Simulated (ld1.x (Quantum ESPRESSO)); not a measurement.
# A TM potential for hafnium, from input to tests

Aim: build the potential from the settings below, then test how well it stands in for the atom: other configurations, scattering, ghost states and the plane-wave cutoff that it needs.

Method: ld1.x (Quantum ESPRESSO) 7.5, PBE, scalar-relativistic.

## (1) The atom and the settings

The settings as typed:

- element: hafnium (Hf, Z = 72)
- type: norm-conserving Troullier–Martins (Kleinman–Bylander form)
- frozen core: [Xe] 4f14
- valence charge: 4
- reference configuration: 5d2 6s1.5 6p0 (charge +0.5)
- partial waves: 6s (bound): rc 2.50 bohr; 6p (bound, empty): rc 2.60 bohr; 5d (bound): rc 2.45 bohr
- local potential: the d channel
- core correction: a·sin(br)/r model core inside 1.75 bohr

An earlier all-electron run gives the scale for the radii.

All-electron outer shells of the reference configuration (PBE, scalar-relativistic, ld1.x):

| shell | level (eV) | outermost node (bohr) | outermost maximum (bohr) |
| --- | --- | --- | --- |
| 5p | -38.88 | 0.60 | 1.16 |
| 4f | -20.13 | – | 0.45 |
| 6s | -7.95 | 1.36 | 2.85 |
| 5d | -5.81 | 0.67 | 1.69 |
| 6p | -3.77 | 1.65 | 3.80 |

## (2) Generation

Contents of Hf.in:

```
 &input
   title='Hf', zed=72., rel=1, dft='PBE', iswitch=3,
   config='[Xe] 4f14 5d2 6s1.5 6p0',
   nld=3, rlderiv=2.85, eminld=-3.0, emaxld=5.0, deld=0.02
 /
 &inputp
   pseudotype=2, tm=.true., lloc=2,
   nlcc=.true., rcore=1.75,
   file_pseudopw='Hf.UPF', file_wfcaegen='ae.wfc', file_wfcncgen='nc.wfc', file_beta='beta', file_chi='chi'
 /
3
6S  1  0   1.50   0.00  2.50  2.50  0.0
6P  2  1   0.00   0.00  2.60  2.60  0.0
5D  3  2   2.00   0.00  2.45  2.45  0.0
 &test
   configts(1)='5d2 6s1.5 6p0'
 /
```

Command:

```
$ ld1.x < Hf.in > Hf.out
```

What the program wrote to Hf.out (without the banner and most projector matrices):

```text
     Program LD1 v.7.5
     --------------------------- All-electron run ----------------------------

     Hf
     scalar relativistic calculation

     atomic number is 72.00
     dft =PBE   lsd =0 sic =0 latt =0  beta=0.20 tr2=1.0E-14
     Exchange-correlation= PBE
                           (   1   4   3   4   0   0   0)
     mesh =1271 r(mesh) =  99.31870 a.u. xmin = -7.00 dx = 0.01250
     1 Ry =  13.60569312 eV, c = 137.03599908

     n l     nl                  e(Ry)          e(Ha)          e(eV)
     1 0     1S 1( 2.00)     -4798.8547     -2399.4273    -65291.7439
     2 0     2S 1( 2.00)      -820.8879      -410.4439    -11168.7483
     2 1     2P 1( 6.00)      -720.7581      -360.3790     -9806.4133
     3 0     3S 1( 2.00)      -187.2292       -93.6146     -2547.3830
     3 1     3P 1( 6.00)      -157.3209       -78.6604     -2140.4592
     4 0     4S 1( 2.00)       -37.9139       -18.9570      -515.8450
     4 1     4P 1( 6.00)       -28.1040       -14.0520      -382.3738
     3 2     3D 1(10.00)      -121.9453       -60.9727     -1659.1508
     5 0     5S 1( 2.00)        -5.1676        -2.5838       -70.3083
     5 1     5P 1( 6.00)        -2.8574        -1.4287       -38.8766
     4 2     4D 1(10.00)       -15.4321        -7.7161      -209.9649
     4 3     4F 1(14.00)        -1.4794        -0.7397       -20.1277
     5 2     5D 1( 2.00)        -0.4269        -0.2134        -5.8080
     6 0     6S 1( 1.50)        -0.5842        -0.2921        -7.9484
     6 1     6P 1( 0.00)        -0.2772        -0.1386        -3.7720

     final scf error:  3.1E-15 reached in  33 iterations

     Etot =  -30156.203808 Ry,  -15078.101904 Ha, -410296.054760 eV

     Ekin =   33046.465292 Ry,   16523.232646 Ha,  449620.065556 eV
     Encl =  -74382.831759 Ry,  -37191.415880 Ha,-1012029.982537 eV
     Eh   =   11795.162050 Ry,    5897.581025 Ha,  160481.355188 eV
     Exc  =    -614.999390 Ry,    -307.499695 Ha,   -8367.492967 eV

     normalization and overlap integrals

     s(1S/1S) =  1.000000  <r> =   0.0190  <r2> =    0.0005  r(max) =   0.0120
     s(2S/2S) =  1.000000  <r> =   0.0804  <r2> =    0.0076  r(max) =   0.0679
     s(2P/2P) =  1.000000  <r> =   0.0717  <r2> =    0.0063  r(max) =   0.0556
     s(3S/3S) =  1.000000  <r> =   0.2086  <r2> =    0.0498  r(max) =   0.1917
     s(3P/3P) =  1.000000  <r> =   0.2085  <r2> =    0.0504  r(max) =   0.1893
     s(4S/4S) =  1.000000  <r> =   0.4682  <r2> =    0.2475  r(max) =   0.4375
     s(4P/4P) =  1.000000  <r> =   0.4976  <r2> =    0.2818  r(max) =   0.4599
     s(3D/3D) =  1.000000  <r> =   0.1890  <r2> =    0.0419  r(max) =   0.1550
     s(5S/5S) =  1.000000  <r> =   1.1350  <r2> =    1.4500  r(max) =   1.0109
     s(5P/5P) =  1.000000  <r> =   1.3422  <r2> =    2.0499  r(max) =   1.1599
     s(4D/4D) =  1.000000  <r> =   0.5352  <r2> =    0.3323  r(max) =   0.4716
     s(4F/4F) =  1.000000  <r> =   0.6772  <r2> =    0.5952  r(max) =   0.4542
     s(5D/5D) =  1.000000  <r> =   2.3799  <r2> =    6.9484  r(max) =   1.6876
     s(6S/6S) =  1.000000  <r> =   3.3176  <r2> =   12.4733  r(max) =   2.8529
     s(6P/6P) =  1.000000  <r> =   4.5552  <r2> =   23.7018  r(max) =   3.8032

     ------------------------ End of All-electron run ------------------------

     --------------------- Generating NC pseudopotential ---------------------

      Generating local pot.: lloc=2, matching radius rcloc =   2.4500

      Computing core charge for nlcc:

       r > 1.75 : true rho core
       r < 1.75 : rho core = a sin(br)/r    a=   4.75  b=   1.52

      Integrated core pseudo-charge :   7.25

      Wfc   6S  rcut= 2.518  Using Troullier-Martins method

      Wfc   6P  rcut= 2.581  Using Troullier-Martins method

     ------------------- End of pseudopotential generation -------------------

     [... the all-electron block is printed once more ...]


     Computing logarithmic derivative in   2.83517
     Computing logarithmic derivative in   2.83517
     Computing the partial wave expansion
     R is outside the sphere for l=    0 j= 0.00
     R is outside the sphere for l=    1 j= 0.00
       no projector for channel:   2

     ---------------------- Testing the pseudopotential ----------------------

     Hf
     scalar relativistic calculation

     atomic number is 72.00   valence charge is  4.00
     dft =PBE   lsd =0 sic =0 latt =0  beta=0.20 tr2=1.0E-14
     mesh =1271 r(mesh) =  99.31870 xmin = -7.00 dx = 0.01250

     n l     nl             e AE (Ry)        e PS (Ry)    De AE-PS (Ry)
     3 2     5D   1( 2.00)       -0.42688       -0.42688        0.00000
     1 0     6S   1( 1.50)       -0.58420       -0.58420        0.00000
     2 1     6P   1( 0.00)       -0.27724       -0.27724       -0.00000

     eps = 6.2E-15  iter = 11

     Etot =  -30156.203808 Ry,  -15078.101904 Ha, -410296.054760 eV
     Etotps =   -12.902589 Ry,      -6.451295 Ha,    -175.548670 eV

     Ekin =       5.186949 Ry,       2.593475 Ha,      70.572041 eV
     Encl =     -12.942725 Ry,      -6.471362 Ha,    -176.094742 eV
     Ehrt =       3.978503 Ry,       1.989251 Ha,      54.130289 eV
     Ecxc =      -9.725310 Ry,      -4.862655 Ha,    -132.319584 eV
     (Ecc =      -7.420563 Ry,      -3.710281 Ha,    -100.961903 eV)
     Epseu=       0.599993 Ry,       0.299997 Ha,       8.163325 eV

     ---------------------- End of pseudopotential test ----------------------
```

Wall time 3 s (1 thread of AMD EPYC 9R14, shared host). This counts the later configuration tests of the new file too.

All-electron and pseudo partial waves u(r) = r·R(r), from the program's wave files:

```tsv
r (bohr)	6p AE	6p PS	5d AE	5d PS
0.130	-0.0787	0.0065	0.1797	0.0020
0.260	0.0330	0.0248	-0.1037	0.0151
0.390	0.1287	0.0513	-0.2782	0.0480
0.520	0.0600	0.0808	-0.2056	0.1049
0.650	-0.0596	0.1078	-0.0246	0.1840
0.780	-0.1570	0.1284	0.1681	0.2789
0.910	-0.2108	0.1407	0.3337	0.3792
1.040	-0.2233	0.1454	0.4619	0.4742
1.170	-0.2037	0.1451	0.5542	0.5548
1.300	-0.1622	0.1428	0.6159	0.6155
1.430	-0.1072	0.1415	0.6534	0.6551
1.560	-0.0452	0.1438	0.6722	0.6755
1.690	0.0193	0.1515	0.6771	0.6804
1.820	0.0830	0.1663	0.6718	0.6742
1.950	0.1440	0.1894	0.6594	0.6605
2.080	0.2010	0.2209	0.6419	0.6423
2.210	0.2534	0.2595	0.6211	0.6212
2.340	0.3008	0.3018	0.5982	0.5982
2.470	0.3431	0.3431	0.5739	0.5739
2.600	0.3803	0.3803	0.5491	0.5491
2.730	0.4127	0.4127	0.5239	0.5239
2.860	0.4403	0.4403	0.4988	0.4988
2.990	0.4633	0.4633	0.4740	0.4740
3.120	0.4821	0.4821	0.4496	0.4496
3.250	0.4969	0.4969	0.4257	0.4257
3.380	0.5081	0.5081	0.4025	0.4025
```

## (3) Configuration tests

Contents of Hf.test.in:

```
 &input
   title='Hf', zed=72., rel=1, dft='PBE', iswitch=2,
   config='[Xe] 4f14 5d2 6s1.5 6p0'
 /
 &test
   file_pseudo='Hf.UPF', nconf=8,
   configts(1)='5d2 6s1.5 6p0',
   configts(2)='5d2 6s2 6p0',
   configts(3)='5d2 6s1 6p0',
   configts(4)='5d2 6s0 6p0',
   configts(5)='5d1 6s2 6p0',
   configts(6)='5d2 6s0 6p2',
   configts(7)='5d1 6s2 6p1',
   configts(8)='5d2.5 6s1.5 6p0'
 /
```

Command:

```
$ ld1.x < Hf.test.in > Hf.test.out
```

Hf.test.out, the pseudopotential blocks, each with the warnings that came before it:

```text
     ---------------------- Testing the pseudopotential ----------------------

     Hf
     scalar relativistic calculation

     atomic number is 72.00   valence charge is  4.00
     dft =PBE   lsd =0 sic =0 latt =0  beta=0.20 tr2=1.0E-14
     mesh =1271 r(mesh) =  99.31870 xmin = -7.00 dx = 0.01250

     n l     nl             e AE (Ry)        e PS (Ry)    De AE-PS (Ry)
     3 2     5D   1( 2.00)       -0.42688       -0.42688        0.00000
     1 0     6S   1( 1.50)       -0.58420       -0.58420        0.00000
     2 1     6P   1( 0.00)       -0.27724       -0.27724       -0.00000

     eps = 4.9E-15  iter = 11

     Etot =  -30156.203808 Ry,  -15078.101904 Ha, -410296.054760 eV
     Etotps =   -12.902589 Ry,      -6.451295 Ha,    -175.548670 eV

     Ekin =       5.186949 Ry,       2.593475 Ha,      70.572041 eV
     Encl =     -12.942725 Ry,      -6.471362 Ha,    -176.094742 eV
     Ehrt =       3.978503 Ry,       1.989251 Ha,      54.130289 eV
     Ecxc =      -9.725310 Ry,      -4.862655 Ha,    -132.319584 eV
     (Ecc =      -7.420563 Ry,      -3.710281 Ha,    -100.961903 eV)
     Epseu=       0.599993 Ry,       0.299997 Ha,       8.163325 eV

     ---------------------- End of pseudopotential test ----------------------

     ---------------------- Testing the pseudopotential ----------------------

     Hf
     [...]
     n l     nl             e AE (Ry)        e PS (Ry)    De AE-PS (Ry)
     3 2     5D   1( 2.00)       -0.19761       -0.19805        0.00044
     1 0     6S   1( 2.00)       -0.37544       -0.37508       -0.00036
     2 1     6P   1( 0.00)       -0.10262       -0.10122       -0.00140

     eps = 1.2E-15  iter =  9

     Etot =  -30156.442974 Ry,  -15078.221487 Ha, -410299.308784 eV
     Etotps =   -13.141760 Ry,      -6.570880 Ha,    -178.802750 eV
     dEtot_ae =      -0.239166 Ry
     dEtot_ps =      -0.239170 Ry,   Delta E=       0.000004 Ry

     [...]
     ---------------------- End of pseudopotential test ----------------------

     ---------------------- Testing the pseudopotential ----------------------

     Hf
     [...]
     n l     nl             e AE (Ry)        e PS (Ry)    De AE-PS (Ry)
     3 2     5D   1( 2.00)       -0.67663       -0.67657       -0.00006
     1 0     6S   1( 1.00)       -0.80664       -0.80721        0.00058
     2 1     6P   1( 0.00)       -0.46737       -0.46673       -0.00065

     eps = 5.1E-15  iter =  9

     Etot =  -30155.856735 Ry,  -15077.928367 Ha, -410291.332596 eV
     Etotps =   -12.555259 Ry,      -6.277630 Ha,    -170.823003 eV
     dEtot_ae =       0.347073 Ry
     dEtot_ps =       0.347330 Ry,   Delta E=      -0.000257 Ry

     [...]
     ---------------------- End of pseudopotential test ----------------------

     ---------------------- Testing the pseudopotential ----------------------

     Hf
     [...]
     n l     nl             e AE (Ry)        e PS (Ry)    De AE-PS (Ry)
     3 2     5D   1( 2.00)       -1.22774       -1.23005        0.00232
     1 0     6S   1( 0.00)       -1.28626       -1.28955        0.00329
     2 1     6P   1( 0.00)       -0.88327       -0.87751       -0.00576  !

     eps = 4.0E-17  iter =  7

     Etot =  -30154.814543 Ry,  -15077.407272 Ha, -410277.152854 eV
     Etotps =   -11.511010 Ry,      -5.755505 Ha,    -156.615276 eV
     dEtot_ae =       1.389264 Ry
     dEtot_ps =       1.391579 Ry,   Delta E=      -0.002314 Ry

     [...]
     ---------------------- End of pseudopotential test ----------------------

     ---------------------- Testing the pseudopotential ----------------------

     Hf
     [...]
     n l     nl             e AE (Ry)        e PS (Ry)    De AE-PS (Ry)
     3 2     5D   1( 1.00)       -0.78464       -0.79910        0.01447  !
     1 0     6S   1( 2.00)       -0.87102       -0.87203        0.00101
     2 1     6P   1( 0.00)       -0.50801       -0.50188       -0.00613  !

     eps = 8.5E-15  iter =  7

     Etot =  -30155.965354 Ry,  -15077.982677 Ha, -410292.810440 eV
     Etotps =   -12.658413 Ry,      -6.329206 Ha,    -172.226478 eV
     dEtot_ae =       0.238453 Ry
     dEtot_ps =       0.244177 Ry,   Delta E=      -0.005723 Ry

     [...]
     ---------------------- End of pseudopotential test ----------------------

     ---------------------- Testing the pseudopotential ----------------------

     Hf
     [...]
     n l     nl             e AE (Ry)        e PS (Ry)    De AE-PS (Ry)
     3 2     5D   1( 2.00)       -0.36405       -0.37436        0.01031  !
     1 0     6S   1( 0.00)       -0.49686       -0.50165        0.00479
     2 1     6P   1( 2.00)       -0.19323       -0.19454        0.00131

     eps = 8.1E-16  iter = 10

     Etot =  -30155.865138 Ry,  -15077.932569 Ha, -410291.446927 eV
     Etotps =   -12.562089 Ry,      -6.281044 Ha,    -170.915924 eV
     dEtot_ae =       0.338669 Ry
     dEtot_ps =       0.340501 Ry,   Delta E=      -0.001831 Ry

     [...]
     ---------------------- End of pseudopotential test ----------------------

     ---------------------- Testing the pseudopotential ----------------------

     Hf
     [...]
     n l     nl             e AE (Ry)        e PS (Ry)    De AE-PS (Ry)
     3 2     5D   1( 1.00)       -0.36520       -0.38713        0.02193  !
     1 0     6S   1( 2.00)       -0.48190       -0.48632        0.00442
     2 1     6P   1( 1.00)       -0.16809       -0.16724       -0.00085

     eps = 2.5E-15  iter = 16

     Etot =  -30156.298772 Ry,  -15078.149386 Ha, -410297.346824 eV
     Etotps =   -12.989004 Ry,      -6.494502 Ha,    -176.724400 eV
     dEtot_ae =      -0.094965 Ry
     dEtot_ps =      -0.086415 Ry,   Delta E=      -0.008550 Ry

     [...]
     ---------------------- End of pseudopotential test ----------------------

     Warning: n=2, l=1 expected 0 nodes, found 1
     ---------------------- Testing the pseudopotential ----------------------

     Hf
     [...]
     n l     nl             e AE (Ry)        e PS (Ry)    De AE-PS (Ry)
     3 2     5D   1( 2.50)       -0.16888       -0.16742       -0.00146
     1 0     6S   1( 1.50)       -0.36016       -0.36096        0.00080
     2 1     6P   1( 0.00)       -0.09728       -0.09728        0.00000

     eps = 5.4E-15  iter =  8

     Etot =  -30156.350724 Ry,  -15078.175362 Ha, -410298.053655 eV
     Etotps =   -13.048949 Ry,      -6.524475 Ha,    -177.540001 eV
     dEtot_ae =      -0.146916 Ry
     dEtot_ps =      -0.146360 Ry,   Delta E=      -0.000556 Ry

     [...]
     ---------------------- End of pseudopotential test ----------------------
```

Excitation and ionisation energies from 5d2 6s1.5 6p0, with the error of the potential. A star marks tests that logged a warning.

```csv
valence configuration,charge,ΔE all-electron (eV),error AE − PS (meV)
5d2 6s2 6p0,0,-3.254,+0.1
5d2 6s1 6p0,+1,4.722,-3.5
5d2 6s0 6p0,+2,18.902,-31
5d1 6s2 6p0,+1,3.244,-78
5d2 6s0 6p2,0,4.608,-25
5d1 6s2 6p1,0,-1.292,-116
5d2.5 6s1.5 6p0 *,0,-1.999,-7.6
```

## (4) Scattering by logarithmic derivatives

Taken from the files of the generation run. The phase is arctan(r·u′/u) with u = r·R, unwrapped, with energies in Ry. A pole is an energy at which the radial function vanishes at the test radius. The pseudo phase is shifted by a multiple of π to meet the all-electron one at the reference energy. Levels narrower than the energy grid can be missing from the poles. The last column is the largest difference on the grid between −1 and +1 Ry.

| channel | radius (bohr) | reference (Ry) | poles AE | poles PS | window around the reference with phases within 0.05 rad (Ry) | largest difference near zero (rad) |
| --- | --- | --- | --- | --- | --- | --- |
| s | 2.83 | -0.58 | 1.66 | -2.71, 1.49 | -2.6 to 2.4 | 0.010 |
| p | 2.83 | -0.28 | -2.78, 3.14 | -0.39, 3.96 | -0.4 to 0.0 | 3.102 |
| d | 2.83 | -0.43 | 0.18 | 0.18 | the whole range | 0.001 |

Phases (rad) along the scan:

```tsv
E (Ry)	p AE	p PS	s AE	s PS
-3.00	0.926	1.341	1.317	4.431
-2.52	-1.724	1.317	1.278	1.302
-2.04	-1.799	1.285	1.217	1.222
-1.56	-1.855	1.240	1.108	1.109
-1.08	-1.928	1.171	0.860	0.859
-0.60	-2.053	1.050	0.082	0.082
-0.12	-2.328	-2.312	-0.953	-0.956
0.36	-3.101	-2.867	-1.310	-1.317
0.84	-4.039	-3.739	-1.453	-1.463
1.32	-4.396	-4.223	-1.532	-1.547
1.80	-4.544	-4.431	-1.586	-1.610
2.28	-4.625	-4.540	-1.630	-1.672
2.76	-4.679	-4.608	-1.672	-1.753
3.24	-4.721	-4.657	-1.720	-1.914
3.72	-4.756	-4.695	-1.782	-2.607
4.20	-4.791	-4.729	-1.880	-4.191
4.68	-4.830	-4.763	-2.082	-4.506
```

## (5) Plane-wave convergence, by spherical Bessel functions

This step uses the generator's waves and projectors in a separate script. Basis: spherical Bessel functions vanishing at 20 bohr, q² up to the cutoff; potential fixed at the reference.

All-electron valence levels (Ry): 6s -0.5842, 6p -0.2772, 5d -0.4269. The lowest levels of each channel (Ry) by cutoff; the last column sums, over occupied levels, occupation times the distance from the level at 400 Ry. A positive value at high cutoff is not a bound level.

```tsv
cutoff (Ry)	s #1	s #2	p #1	p #2	d #1	f #1	Σ f·Δε (mRy)
8	-1.8220	-0.5795	-0.2791	-0.0427	-0.2824	0.0239	296.1
10	-2.2613	-0.5820	-0.2797	-0.0428	-0.3296	0.0239	197.8
15	-2.6542	-0.5839	-0.2839	-0.2317	-0.3964	0.0239	61.5
18	-2.7162	-0.5839	-0.3420	-0.2757	-0.4181	0.0239	17.9
21	-2.7230	-0.5840	-0.3787	-0.2768	-0.4239	0.0239	6.4
25	-2.7236	-0.5841	-0.3916	-0.2769	-0.4261	0.0239	1.8
30	-2.7238	-0.5842	-0.3936	-0.2769	-0.4268	0.0239	0.2
35	-2.7241	-0.5842	-0.3945	-0.2770	-0.4268	0.0239	0.1
40	-2.7242	-0.5842	-0.3948	-0.2771	-0.4269	0.0239	0.1
400	-2.7244	-0.5842	-0.3957	-0.2772	-0.4269	0.0239	0.0
```

The sum stays within 10 mRy from 21 Ry and within 1 mRy from 30 Ry. The sum leaves out empty levels, which can need more. Ghost test: ghost states, bound below the all-electron valence or empty levels of the same l: s at -37.1 eV, p at -5.4 eV.

## (6) Summary of results

```
                                                quantity                          value
               cutoffs for 10 and 1 mRy, occupied levels                21 Ry and 30 Ry
                                            bound ghosts  s at -37.07 eV, p at -5.38 eV
                            largest test error (AE − PS)      -116 meV, for 5d1 6s2 6p1
largest phase difference near zero energy, channels read                      3.102 rad
```

In words: A bound ghost (s, p) makes it unfit for use: electrons can fall into a state that the atom doesn't have. The worst unpolarised test, 5d1 6s2 6p1, is off by 116 meV on 1.3 eV; by total energies transferability rates as poor. By its cutoff, 21 Ry for the looser tolerance, it is soft on the atom at that tolerance. The slowest occupied level is 5d: taken alone it needs 25 Ry to come within 1 mRy, against 12 Ry for 6s. Near zero energy the largest phase difference among the channels read is 3.10 rad, in the p channel. A step near π is an extra or missing state, not a misfit of shape. The pseudo curves have poles with no partner nearby in the atom's: s at -2.71 Ry, p at -0.39 Ry.
